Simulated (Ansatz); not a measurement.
# C₃H₈GeO: up Jacob's ladder to CCSD(T)

One table from this session's results is given with a row withheld; the runs are named, their logs left out.

Computed with Ansatz 0.2.0, Gaussian basis. Level: functionals in def2-TZVPP, the program's frozen cores in correlated methods.

Plan: LDA (SPW92), PBE-D4, revPBE-D4, BLYP-D4, r2SCAN-D4, B97M-V, PBE0-D4, B3LYP-D4, r2SCANh-D4, r2SCAN0-D4, HSE06-D4, BHLYP-D4, CAM-B3LYP-D4, LC-ωPBE, ωB97X-V, ωB97M-V, B2PLYP, PBE-QIDH; CCSD(T)/def2-SVP; CCSD(T)/def2-TZVPP; MP2/def2-QZVPP; extrapolation to the limit; RPA on PBE.

**The relaxed structure**

The geometry comes from an earlier relaxation with PBE0-D4 in a triple-zeta def2 set; it is a stationary point, not always the lowest conformer.

SMILES `CC(C)[O][GeH]`, 13 atoms, charge 0, spin multiplicity 1.

Atoms are counted from 1 here; the program's logs count them from 0.

Bond lengths: C1–C2 1.515 Å, C1–H6 1.092 Å, C1–H7 1.093 Å, C1–H8 1.093 Å, C2–C3 1.515 Å, C2–O4 1.420 Å, C2–H9 1.102 Å, C3–H10 1.092 Å, C3–H11 1.093 Å, C3–H12 1.093 Å, O4–Ge5 1.782 Å, Ge5–H13 1.600 Å. Angles: C2–C1–H6 110.7°, C2–C1–H7 110.1°, C2–C1–H8 110.7°, H6–C1–H7 108.3°, H6–C1–H8 108.4°, H7–C1–H8 108.6°, C1–C2–C3 112.3°, C1–C2–O4 108.7°, C1–C2–H9 108.8°, C3–C2–O4 108.7°, C3–C2–H9 108.8°, O4–C2–H9 109.5°, C2–C3–H10 110.7°, C2–C3–H11 110.1°, C2–C3–H12 110.7°, H10–C3–H11 108.3°, H10–C3–H12 108.4°, H11–C3–H12 108.6° and more.

The first run:

File in.yaml:

```yaml
crystal:
  periodic: [false, false, false]
  atoms:
    - {symbol: C, position_ang: [-1.324825, -0.664117, -0.212538]}
    - {symbol: C, position_ang: [-0.068504, 0.002819, 0.308623]}
    - {symbol: C, position_ang: [1.116097, -0.941028, 0.334938]}
    - {symbol: O, position_ang: [0.244952, 1.102512, -0.533519]}
    - {symbol: Ge, position_ang: [0.300869, 2.760136, 0.119104]}
    - {symbol: H, position_ang: [-2.162756, 0.036095, -0.209383]}
    - {symbol: H, position_ang: [-1.169510, -1.007361, -1.238183]}
    - {symbol: H, position_ang: [-1.591431, -1.524237, 0.406236]}
    - {symbol: H, position_ang: [-0.257091, 0.364666, 1.332551]}
    - {symbol: H, position_ang: [2.001680, -0.437571, 0.728377]}
    - {symbol: H, position_ang: [1.340958, -1.288802, -0.676190]}
    - {symbol: H, position_ang: [0.905156, -1.809520, 0.963419]}
    - {symbol: H, position_ang: [0.684805, 3.371709, -1.308634]}
basis:
  gaussian: {orbitals: def2-TZVPP}
hamiltonian: {xc: lda}
output: {orbitals: {seedname: orbitals}}
```

Launch:

```bash
ansatz run in.yaml --threads 4 --pin off --events-out ev --progress --plain --max-ram 11315MiB
```

Steps of the session up to this table: LDA; PBE-D4 (GGA); revPBE-D4 (GGA); BLYP-D4 (GGA); r2SCAN-D4 (meta-GGA); B97M-V (meta-GGA); PBE0-D4 (hybrid); B3LYP-D4 (hybrid); r2SCANh-D4 (hybrid); r2SCAN0-D4 (hybrid); HSE06-D4 (hybrid); BHLYP-D4 (hybrid); CAM-B3LYP-D4 (range-separated); LC-ωPBE (range-separated); ωB97X-V (range-separated); ωB97M-V (range-separated); B2PLYP (double hybrid); PBE-QIDH (double hybrid).

One table of the session follows, with a row left open; its other results are not shown here.

It belongs to the step «Orbital energies across the functionals». 

```
  functional  HOMO (eV)  LUMO (eV)  gap (eV)
 LDA (SPW92)      -5.61      -3.16      2.45
      PBE-D4      -5.49      -2.93      2.56
   revPBE-D4      -5.44      -2.83      2.61
     BLYP-D4      -5.39      -2.84      2.56
   r2SCAN-D4      -5.76      -2.86      2.90
      B97M-V      -5.81      -2.84      2.96
     PBE0-D4      -6.61      -2.14      4.48
    B3LYP-D4      -6.45      -2.37      4.08
  r2SCANh-D4      -6.17      -2.56      3.62
  r2SCAN0-D4      -6.79      -2.11      4.69
    HSE06-D4      -6.22      -2.51      3.70
    BHLYP-D4          ?          ?         ?
CAM-B3LYP-D4      -7.93      -1.10      6.83
     LC-ωPBE      -9.19       0.07      9.26
     ωB97X-V      -8.89      -0.06      8.83
     ωB97M-V      -8.78      -0.18      8.61
```

**Question.** Estimate the row for BHLYP-D4.

Worked estimate for «HOMO (eV)». Against the share of exact exchange, BLYP-D4 (0, -5.39), B3LYP-D4 (0.2, -6.45) give a slope of -5.30 per unit share; at 0.5 the line stands at -8.04.

The run gave: HOMO (eV): -7.65; LUMO (eV): -1.30; gap (eV): 6.35. In «HOMO (eV)» the line misses by -0.39.
